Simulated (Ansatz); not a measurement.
# F4H4OSiTi: a nudged elastic band in two tries

Wanted: a band of images between two relaxed ends, and a check that the input is sound.

Program: Ansatz 0.2.0. Level of theory: RKS PBE/def2-SVP. These are calculated values, not measurements.

**1. The system as given**

Bond lengths: Ti1–F2 1.774 Å, Ti1–F3 1.749 Å, Ti1–F4 1.750 Å, Ti1–F5 1.778 Å, Ti1–O6 2.310 Å, O6–Si7 1.723 Å, Si7–H8 1.499 Å, Si7–H9 1.503 Å, Si7–H10 1.492 Å, O6–H11 0.976 Å. Angles (14 of 19 angles, heavy atoms first): F2–Ti1–F3 99.3°, F2–Ti1–F4 115.2°, F2–Ti1–F5 121.1°, F2–Ti1–O6 76.8°, F3–Ti1–F4 101.4°, F3–Ti1–F5 99.3°, F3–Ti1–O6 173.2°, F4–Ti1–F5 114.9°, F4–Ti1–O6 85.3°, F5–Ti1–O6 78.4°, Ti1–O6–Si7 124.3°, Ti1–O6–H11 106.1°, Si7–O6–H11 116.8°, O6–Si7–H8 111.4°.

Structure file:

```xyz
11

Ti    0.0234    0.0880   -0.0039
F     0.2945   -0.1886    1.7273
F     1.6795    0.0157   -0.5630
F    -0.4164    1.7253   -0.4381
F    -0.6847   -1.1749   -1.0362
O    -2.1189   -0.0611    0.8481
Si   -3.3772   -1.0071    0.1483
H    -3.0542   -2.4701    0.2003
H    -4.6173   -0.7456    0.9554
H    -3.5341   -0.5099   -1.2495
H    -2.0227   -0.1045    1.8188
```

**2. First try**

input.yaml reads:

```yaml
crystal:
  periodic: [false, false, false]
  atoms:
    - { symbol: Ti, position_ang: [0.023437, 0.088027, -0.003947] }
    - { symbol: F, position_ang: [0.294528, -0.188611, 1.727277] }
    - { symbol: F, position_ang: [1.679514, 0.015739, -0.563029] }
    - { symbol: F, position_ang: [-0.416431, 1.725258, -0.438126] }
    - { symbol: F, position_ang: [-0.684741, -1.174933, -1.036242] }
    - { symbol: O, position_ang: [-2.118948, -0.061127, 0.848097] }
    - { symbol: Si, position_ang: [-3.377233, -1.007132, 0.148286] }
    - { symbol: H, position_ang: [-3.054214, -2.470059, 0.200272] }
    - { symbol: H, position_ang: [-4.617293, -0.745573, 0.95535] }
    - { symbol: H, position_ang: [-3.534087, -0.509856, -1.249481] }
    - { symbol: H, position_ang: [-2.022733, -0.104536, 1.818843] }
basis:
  gaussian: { orbitals: def2-SVP }
hamiltonian:
  xc: pbe
neb:
  order_check: false
  images: 5
  f_tol: 0.03
  max_iterations: 8
  final_atoms:
    - { symbol: Ti, position_ang: [-0.27748954, 0.04193267, -0.23258517] }
    - { symbol: F, position_ang: [-0.33941349, 0.6755614, 2.05895619] }
    - { symbol: F, position_ang: [1.14455326, -0.85141306, 0.2540636] }
    - { symbol: F, position_ang: [-0.01102016, 1.7479126, -0.50708944] }
    - { symbol: F, position_ang: [-0.59634116, -0.5722101, -1.83954601] }
    - { symbol: O, position_ang: [-1.88225217, -0.42931594, 0.56756523] }
    - { symbol: Si, position_ang: [-3.35103962, -1.17039127, 0.12997899] }
    - { symbol: H, position_ang: [-3.11055775, -2.6225622, -0.16225961] }
    - { symbol: H, position_ang: [-4.28601768, -1.02619303, 1.2954448] }
    - { symbol: H, position_ang: [-3.91805987, -0.48261442, -1.0771719] }
    - { symbol: H, position_ang: [-1.20056284, 0.25649034, 1.91994332] }
  initial_path:
    images:
      - { positions_ang: [[0.023437, 0.088027, -0.003947], [0.294528, -0.188611, 1.727277], [1.679514, 0.015739, -0.563029], [-0.416431, 1.725258, -0.438126], [-0.684741, -1.174933, -1.036242], [-2.118948, -0.061127, 0.848097], [-3.377233, -1.007132, 0.148286], [-3.054214, -2.470059, 0.200272], [-4.617293, -0.745573, 0.95535], [-3.534087, -0.509856, -1.249481], [-2.022733, -0.104536, 1.818843]] }
      - { positions_ang: [[0.01725268, 0.05275649, -0.00121745], [0.1958701, -0.13076828, 1.87959493], [1.69709122, -0.00189452, -0.57539328], [-0.55731178, 1.6448296, -0.49524167], [-0.74693134, -1.28410567, -0.89278317], [-2.11387094, -0.03881262, 0.79809581], [-3.36865617, -0.96868363, 0.10548381], [-2.99076775, -2.38855229, 0.02709684], [-4.5607206, -0.83171701, 0.96281359], [-3.63233491, -0.41552251, -1.2293662], [-1.7678215, -0.07033256, 1.82821678]] }
      - { positions_ang: [[0.01106836, 0.01748598, 0.00151211], [0.09721219, -0.07292557, 2.03191287], [1.71466844, -0.01952805, -0.58775756], [-0.69819256, 1.56440121, -0.55235733], [-0.80912168, -1.39327834, -0.74932434], [-2.10879388, -0.01649825, 0.74809462], [-3.36007935, -0.93023526, 0.06268162], [-2.92732149, -2.30704558, -0.14607832], [-4.50414819, -0.91786101, 0.97027718], [-3.73058282, -0.32118902, -1.20925139], [-1.51291001, -0.03612912, 1.83759056]] }
      - { positions_ang: [[0.00488404, -0.01778453, 0.00424166], [-0.00144571, -0.01508285, 2.1842308], [1.73224565, -0.03716157, -0.60012184], [-0.83907335, 1.48397281, -0.609473], [-0.87131202, -1.50245101, -0.60586551], [-2.10371683, 0.00581613, 0.69809343], [-3.35150252, -0.89178689, 0.01987943], [-2.86387524, -2.22553887, -0.31925348], [-4.44757579, -1.00400502, 0.97774077], [-3.82883074, -0.22685553, -1.18913659], [-1.25799851, -0.00192567, 1.84696434]] }
      - { positions_ang: [[-0.08924049, 0.00212121, -0.07470061], [-0.11410164, 0.2151319, 2.1424726], [1.53634819, -0.30857874, -0.31539336], [-0.56305562, 1.57195274, -0.57534515], [-0.77965506, -1.1923707, -1.01709235], [-2.02989527, -0.1392279, 0.65458403], [-3.35134822, -0.98465501, 0.05657928], [-2.94610274, -2.35787998, -0.26692219], [-4.39372308, -1.01140102, 1.08364211], [-3.85857378, -0.3121085, -1.15181503], [-1.23885329, 0.084213, 1.87129067]] }
      - { positions_ang: [[-0.18336501, 0.02202694, -0.15364289], [-0.22675756, 0.44534665, 2.10071439], [1.34045073, -0.5799959, -0.03066488], [-0.28703789, 1.65993267, -0.54121729], [-0.68799811, -0.8822904, -1.42831918], [-1.95607372, -0.28427192, 0.61107463], [-3.35119392, -1.07752314, 0.09327914], [-3.02833024, -2.49022109, -0.2145909], [-4.33987038, -1.01879703, 1.18954346], [-3.88831682, -0.39736146, -1.11449347], [-1.21970806, 0.17035167, 1.895617]] }
      - { positions_ang: [[-0.27748954, 0.04193267, -0.23258517], [-0.33941349, 0.6755614, 2.05895619], [1.14455326, -0.85141306, 0.2540636], [-0.01102016, 1.7479126, -0.50708944], [-0.59634116, -0.5722101, -1.83954601], [-1.88225217, -0.42931594, 0.56756523], [-3.35103962, -1.17039127, 0.12997899], [-3.11055775, -2.6225622, -0.16225961], [-4.28601768, -1.02619303, 1.2954448], [-3.91805987, -0.48261442, -1.0771719], [-1.20056284, 0.25649034, 1.91994332]] }
  n_images: 5
```

Launch:

```sh
ansatz run input.yaml --threads 4 --pin off --max-ram 5120MiB --backend cpu --events-out ev --progress --plain --runs-dir out
```

Before running it: what results should come out? Wanted: first try.

**Answer**, as computed:

```
 quantity                                                                               value
first try                                                                             refused
    cause  one key bears a name from other programs (dt, n_images) that this one doesn't know
```

What this shows: The fault in the first input was caught at the input check and cost nothing.
